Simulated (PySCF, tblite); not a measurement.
**C5H11NOSi: geometry, infrared bands and NMR shifts**

Wanted: the infrared bands and NMR shifts of C5H11NOSi (`C=NC(=O)CC[SiH2]C`), by calculation.

The runs use tblite 0.8.0 and PySCF 2.14.0, with density-fitted response routines of our own; the level of theory stands in each step. All values are computed, except where a source is named. Atoms are numbered from 0 throughout.

## 1. Starting geometry

19 atoms, charge 0, multiplicity 1; geometry from: force field or distance geometry start.

Bonds of the start (Å): C0–N1 1.32, N1–C2 1.43, C2–O3 1.27, C2–C4 1.48, C4–C5 1.52, C5–Si6 1.87, Si6–C7 1.87, C0–H8 1.08, C0–H9 1.07, C4–H10 1.11, C4–H11 1.13, C5–H12 1.12, C5–H13 1.11, Si6–H14 1.46, Si6–H15 1.49, C7–H16 1.11, C7–H17 1.10, C7–H18 1.13.

## 2. Geometry optimisation with GFN2-xTB

What the job is given:

```
{"job": {"kind": "relax", "xc": "GFN2-xTB", "basis": "xTB"}, "charge": 0, "multiplicity": 1}
C      3.402600    -0.122300     0.077300
N      2.834300     0.163600    -1.082200
C      1.434900     0.417000    -0.981500
O      1.118700     1.565800    -0.541500
C      0.443000    -0.597700    -1.396500
C     -0.941900    -0.010300    -1.188200
Si    -1.058700     0.374500     0.636500
C     -2.739000    -0.073700     1.326400
H      4.464700    -0.327900     0.067800
H      2.813300    -0.140900     0.974800
H      0.584700    -0.964200    -2.433300
H      0.522400    -1.444000    -0.658200
H     -1.742500    -0.744300    -1.454700
H     -1.074700     0.925600    -1.773500
H     -0.790200     1.803500     0.800800
H     -0.040700    -0.485100     1.314000
H     -2.809400    -1.123400     1.666500
H     -2.934600     0.650100     2.133200
H     -3.496600     0.143000     0.520100
```

Run with:

```bash
> OMP_NUM_THREADS=1 python probes_run.py task.json out
```

One launch serves the whole session: the jobs run in the order shown.

**Question.** This job is followed by: GFN2-xTB harmonic vibrations, gas phase; GIAO PBE0/pcSseg-1 NMR shielding, non-relativistic, gas phase. What will the session give for the following? strongest single infrared mode (GFN2-xTB); zero-point energy (GFN2-xTB); ¹³C shifts against TMS (PBE0/pcSseg-1); ¹H shifts against TMS (PBE0/pcSseg-1, means over atoms taken as alike); ¹⁵N shifts against NH3 (PBE0/pcSseg-1); ¹⁷O shifts against H2O (PBE0/pcSseg-1); ²⁹Si shifts against TMS (PBE0/pcSseg-1).

**Answer**, as computed:

```
                                                              quantity                                    value
                             strongest single infrared mode (GFN2-xTB)                    1717 cm⁻¹, 386 km/mol
                                          zero-point energy (GFN2-xTB)                            92.6 kcal/mol
                                ¹³C shifts against TMS (PBE0/pcSseg-1)       185.1, 145.4, 37.6, 11.7, -0.3 ppm
¹H shifts against TMS (PBE0/pcSseg-1, means over atoms taken as alike)  7.46, 7.24, 4.64, 2.45, 0.86, -0.13 ppm
                                ¹⁵N shifts against NH3 (PBE0/pcSseg-1)                                423.0 ppm
                                ¹⁷O shifts against H2O (PBE0/pcSseg-1)                                462.9 ppm
                               ²⁹Si shifts against TMS (PBE0/pcSseg-1)                                -44.6 ppm
```

**Reading.** The optimisation took 192 steps and gained 0.963 eV; among the close pairs (by a distance rule), N1–C2 changed most, from 1.426 to 1.349 Å. No mode is imaginary among the 51: a minimum at this level. The strongest single mode, at 1717 cm⁻¹, moves mainly C2 and O3. GFN2-xTB is a fitted tight-binding method: band positions and strengths are rough. Its intensities can rank the bands wrongly. The most deshielded carbon is C2 (amide carbonyl carbon), at 185.1 ppm: it is a carbonyl in resonance with an O or N lone pair, the region of acids, esters and amides. At PBE0/pcSseg-1: The widest tensor belongs to O3: span 837 ppm, with a paramagnetic part of -532 ppm.
